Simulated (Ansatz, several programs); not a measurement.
Ga4AsN3 as one 8-atom ordering (P-43m) on the zincblende lattice, relaxed with r2SCAN in Ansatz (plane waves, PAW): the symmetry is P-43m (No. 215, cubic); conventional cell a = 4.800 Å, 13.83 Å³ an atom. N has 4 Ga at 2.02 Å; Ga has 3 N at 2.02 Å and 1 As at 2.27 Å; As has 4 Ga at 2.27 Å. The cell was then scaled with its shape and fractional coordinates held, which makes it stiffer than a relaxed compression. Spin-unpolarised throughout. Whether this structure exists isn't addressed.

```
V (Å³/atom)  E (meV/atom)
     12.997         25.18
     13.826          0.00
     14.241          5.35
     14.656         20.25
```

Task: Pass a cubic E = c₀ + c₁u + c₂u² + c₃u³, with u = V − 13.930 Å³, through these points.

Result: c₀ = 0.34, c₁ = +6.651, c₂ = 31.692, c₃ = -4.2520 (meV and Å³).

Task: Where is the minimum, and what bulk modulus follows?

Result: dE/du = 0 at u = -0.103, so V₀ = 13.83 Å³. B = V₀ d²E/dV² = 13.83 × (2c₂ + 6c₃u) = 13.83 × 66.008 = 913 meV/Å³, and 1 meV/Å³ is 0.16022 GPa: 146 GPa. A third-order Birch-Murnaghan fit to all five points gives 13.83 Å³ and 145 GPa.

Task: Predict the energy and the pressure at the withheld volume, 13.412 Å³.

Result: With u = -0.518: E ≈ 5.99 meV and P = −dE/dV ≈ +4.74 GPa. The run gives 5.96 meV and, from its stress, +4.73 GPa.
